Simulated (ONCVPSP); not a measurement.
# Pseudopotential generation for bromine: ONCV, PBE

Do these settings give a usable potential? It is generated, then checked for transferability, scattering, ghosts and hardness.

Method: ONCVPSP 4.0.1.1 (patched build), PBE, scalar-relativistic.

## (1) Starting point

The settings as typed:

| Quantity | Value |
| --- | --- |
| element | bromine (Br, Z = 35) |
| type | optimised norm-conserving Vanderbilt (ONCV) |
| frozen core | [Ne] |
| valence charge | 25 |
| reference configuration | 3s2 3p6 3d10 4s2 4p3 (charge +2) |
| partial waves | 3s+4s: rc 1.10 bohr, ncon 4, nbas 7, qcut 12.6 1/bohr, 3 projectors, debl 0.9 Ha; 3p+4p: rc 1.00 bohr, ncon 5, nbas 8, qcut 17.2 1/bohr, 2 projectors; 3d: rc 0.70 bohr, ncon 4, nbas 9, qcut 24.2 1/bohr, 2 projectors, debl 1.8 Ha |
| local potential | polynomial inside 0.50 bohr (lpopt 5, dvloc0 2 Ha) |
| core correction | polynomial model core, fcfact 0.6 |

The outer shells as boxes (Hund's rule for the drawing; the calculation is spin-unpolarised):

```
[Ne] core
3s [↑↓]
3p [↑↓][↑↓][↑↓]
3d [↑↓][↑↓][↑↓][↑↓][↑↓]
4s [↑↓]
4p [↑ ][↑ ][↑ ]
```

## (2) The generation run

Input file Br.dat:

```
# ATOM AND REFERENCE CONFIGURATION
# atsym  z   nc   nv     iexc    psfile
  Br 35.00    3    5        4      upf
#
#   n    l    f
    1    0    2.00
    2    0    2.00
    2    1    6.00
    3    0    2.00
    3    1    6.00
    3    2   10.00
    4    0    2.00
    4    1    3.00
#
# PSEUDOPOTENTIAL AND OPTIMIZATION
# lmax
    2
#
#   l,   rc,      ep,       ncon, nbas, qcut
    0    1.10    0.00    4    7   12.60
    1    1.00    0.00    5    8   17.20
    2    0.70    0.00    4    9   24.20
#
# LOCAL POTENTIAL
# lloc, lpopt,  rc(5),   dvloc0
    4    5    0.50    2.00
#
# VANDERBILT-KLEINMAN-BYLANDER PROJECTORs
# l, nproj, debl
    0    3    0.90
    1    2    3.10
    2    2    1.80
#
# MODEL CORE CHARGE
# icmod, fcfact, rcfact
    1    0.60    0.00
#
# LOG DERIVATIVE ANALYSIS
# epsh1, epsh2, depsh
  -11.00    5.00    0.04
#
# OUTPUT GRID
# rlmax, drl
    6.00    0.01
#
# TEST CONFIGURATIONS
# ncnf
    4
# nvcnf
#   n    l    f
    5
    3    0    2.00
    3    1    6.00
    3    2   10.00
    4    0    2.00
    4    1    5.00
#
    5
    3    0    2.00
    3    1    6.00
    3    2   10.00
    4    0    2.00
    4    1    4.00
#
    5
    3    0    2.00
    3    1    6.00
    3    2   10.00
    4    0    2.00
    4    1    2.00
#
    5
    3    0    2.00
    3    1    6.00
    3    2   10.00
    4    0    1.00
    4    1    5.00
#
```

Launch:

```bash
$ oncvpsp.x < Br.dat > Br.out
```

Q: Predict the outcome of this session. Wanted: cutoffs for 1 and 0.1 mHa per electron, occupied waves; bound ghosts; GHOST(+) flags; largest test error; largest phase difference near zero energy, channels read; rms error of d²Exc/dn², without and with the model core; projector energies reset by the program.

As calculated:

| quantity | value |
| --- | --- |
| cutoffs for 1 and 0.1 mHa per electron, occupied waves | 221 Ha and 247 Ha |
| bound ghosts | none found |
| GHOST(+) flags | s at 894 eV |
| largest test error (AE − PS) | +4.3 meV, for 3s2 3p6 3d10 4s2 4p5 |
| largest phase difference near zero energy, channels read | 0.000 rad |
| rms error of d²Exc/dn², without and with the model core | 3.04 and 2.02 mHa |
| projector energies reset by the program | s: -9.636, -1.538, 0.250 Ha; d: -3.336, 0.250 Ha |

What this shows: By total energies transferability is very good: the largest error is 4.3 meV on 35.3 eV, for 3s2 3p6 3d10 4s2 4p5. By its cutoff, 221 Ha for the looser tolerance, it is very hard. At the looser tolerance the 3d wave is the slowest; 3p needs 76 Ha. No bound ghost shows below the valence levels. Near zero energy the phases of the channels with partial waves agree within 0.001 rad. The program also flags highly localised states, GHOST(+) (s). All of this concerns the isolated atom, not yet a solid.
